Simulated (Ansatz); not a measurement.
# Li7Sb: the cost of one run

Program: Ansatz 0.2.0. Level of theory: DFT PBE, scalar-relativistic, plane waves, PAW. These are calculated values, not measurements.

**1. The starting structure**

The structure is hexagonal, space group P-6m2 (No. 187). Conventional cell: a = 5.842 Å, b = 5.842 Å, c = 4.706 Å, α = 90.00°, β = 90.00°, γ = 120.00°. Li (site symmetry mm2) has 10 Li at 2.89 to 2.92 Å and 2 Sb at 2.92 Å as nearest neighbours. Around Li (site symmetry mm2) lie 2 Sb at 2.88 Å and 10 Li at 2.89 to 2.95 Å. Li (site symmetry -6m2) is surrounded by 12 Li at 2.89 to 2.92 Å. Around Sb (site symmetry -6m2) lie 12 Li at 2.88 to 2.92 Å.

Coordinates:

```cif
data_structure
_symmetry_space_group_name_H-M 'P-6m2'
_symmetry_Int_Tables_number 187
_cell_length_a 5.8421
_cell_length_b 5.8421
_cell_length_c 4.7065
_cell_angle_alpha 90.000
_cell_angle_beta 90.000
_cell_angle_gamma 120.000
_cell_volume 139.11
loop_
_atom_site_label
_atom_site_type_symbol
_atom_site_symmetry_multiplicity
_atom_site_Wyckoff_symbol
_atom_site_fract_x
_atom_site_fract_y
_atom_site_fract_z
_atom_site_occupancy
Li1 Li 3 j 0.99961 0.49980 0.00000 1
Li2 Li 3 k 0.16493 0.83507 0.50000 1
Li3 Li 1 f 0.66667 0.33333 0.50000 1
Sb1 Sb 1 a 0.00000 0.00000 0.00000 1
```

Recipe of the guess: species swapped into a database cell of Mg7Al (P-6m2, No. 187), with Li on the Mg sites and Sb on the Al sites. Its size is a rough estimate.

**2. The guess as it stands, on a coarse mesh**

input.yaml reads:

```yaml
crystal:
  lattice:
    - [5.84213745, 0.0, 0.0]
    - [-2.92106873, 5.05943945, 0.0]
    - [0.0, 0.0, 4.70649773]
  atoms:
    - { symbol: Li, position: [0.99960744, 0.49980372, 0.0] }
    - { symbol: Li, position: [0.50019628, 0.00039256, 0.0] }
    - { symbol: Li, position: [0.50019628, 0.49980372, 0.0] }
    - { symbol: Li, position: [0.16492939, 0.83507061, 0.5] }
    - { symbol: Li, position: [0.16492939, 0.32985878, 0.5] }
    - { symbol: Li, position: [0.67014122, 0.83507061, 0.5] }
    - { symbol: Li, position: [0.66666667, 0.33333333, 0.5] }
    - { symbol: Sb, position: [0.0, 0.0, 0.0] }
basis:
  ecutwfc: 420
kpoints:
  mp_grid: { grid: [3, 3, 4] }
hamiltonian:
  xc: pbe
scf:
  occupations: { method: gaussian, width: 0.1 }
  lower_state_search: "off"
output:
  forces: true
  stress: true
  eigenvalues: true
```

Launch:

```bash
> ansatz run input.yaml --threads 1 --pin off --max-ram 2560MiB --backend cpu --events-out ev --progress --plain --runs-dir out
```

Q: Estimate wall time and peak memory on 1 thread of Intel Xeon Platinum 8259CL at 2.50GHz (Skylake/Cascade Lake), shared host.

About 3.7 s, with a peak of 0.39 GiB.
